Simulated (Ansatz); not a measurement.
# CH5FSSi: small, medium and large basis sets

One table from this session's results is given with a row withheld; the runs are named, their logs left out.

Method: one geometry, several basis sets; program: Ansatz 0.2.0, Gaussian basis.

The runs, in order: PBE0-D4/def2-SVP; ωB97M-V/def2-SVP; PBE0-D4/def2-QZVPP; ωB97M-V/def2-QZVPP; the functionals' def2-TZVPP values are taken from earlier runs.

**The geometry**

All runs share one geometry, relaxed beforehand with PBE0-D4 in a triple-zeta def2 set.

SMILES `F[SiH2]CS`, 9 atoms, charge 0, spin multiplicity 1.

Atoms are counted from 1 here; the program's logs count them from 0.

Bond lengths: F1–Si2 1.604 Å, Si2–C3 1.863 Å, Si2–H5 1.485 Å, Si2–H6 1.480 Å, C3–S4 1.814 Å, C3–H7 1.094 Å, C3–H8 1.092 Å, S4–H9 1.343 Å. Angles: F1–Si2–C3 108.0°, F1–Si2–H5 107.1°, F1–Si2–H6 108.2°, C3–Si2–H5 111.5°, C3–Si2–H6 110.7°, H5–Si2–H6 111.3°, Si2–C3–S4 111.0°, Si2–C3–H7 108.7°, Si2–C3–H8 112.7°, S4–C3–H7 105.7°, S4–C3–H8 111.1°, H7–C3–H8 107.3°, C3–S4–H9 97.1°.

The first run:

in.yaml

```yaml
crystal:
  periodic: [false, false, false]
  atoms:
    - {symbol: F, position_ang: [-1.203907, 1.022430, -1.148285]}
    - {symbol: Si, position_ang: [0.301773, 0.796958, -0.644083]}
    - {symbol: C, position_ang: [0.354558, -0.800079, 0.313177]}
    - {symbol: S, position_ang: [-0.845352, -0.782725, 1.674046]}
    - {symbol: H, position_ang: [1.162348, 0.735270, -1.852960]}
    - {symbol: H, position_ang: [0.674307, 1.937998, 0.222409]}
    - {symbol: H, position_ang: [1.336708, -0.892829, 0.786278]}
    - {symbol: H, position_ang: [0.215362, -1.677870, -0.321930]}
    - {symbol: H, position_ang: [-1.907295, -0.385652, 0.954349]}
basis:
  gaussian: {orbitals: def2-SVP}
hamiltonian: {xc: pbe0, dispersion: d4}
output: {orbitals: {seedname: orbitals}}
```

Command:

```console
$ ansatz run in.yaml --threads 2 --pin off --events-out ev --progress --plain --max-ram 4352MiB
```

Among the steps run: PBE0-D4 in def2-SVP; ωB97M-V in def2-SVP; PBE0-D4 in def2-QZVPP; ωB97M-V in def2-QZVPP.

One table of the session follows, with a row left open; its other results are not shown here.

```
functional       basis  HOMO (eV)  LUMO (eV)
   PBE0-D4    def2-SVP      -6.83       0.55
   PBE0-D4  def2-TZVPP      -6.97       0.03
   PBE0-D4  def2-QZVPP      -7.00      -0.16
   ωB97M-V    def2-SVP          ?          ?
   ωB97M-V  def2-TZVPP      -9.18       1.74
   ωB97M-V  def2-QZVPP      -9.22       1.31
```

Estimate the missing values for ωB97M-V, def2-SVP.

The run gave: HOMO (eV): -9.02; LUMO (eV): 2.53. In the column «HOMO (eV)» it lies between ωB97M-V, def2-TZVPP (-9.18) and PBE0-D4, def2-QZVPP (-7.00).
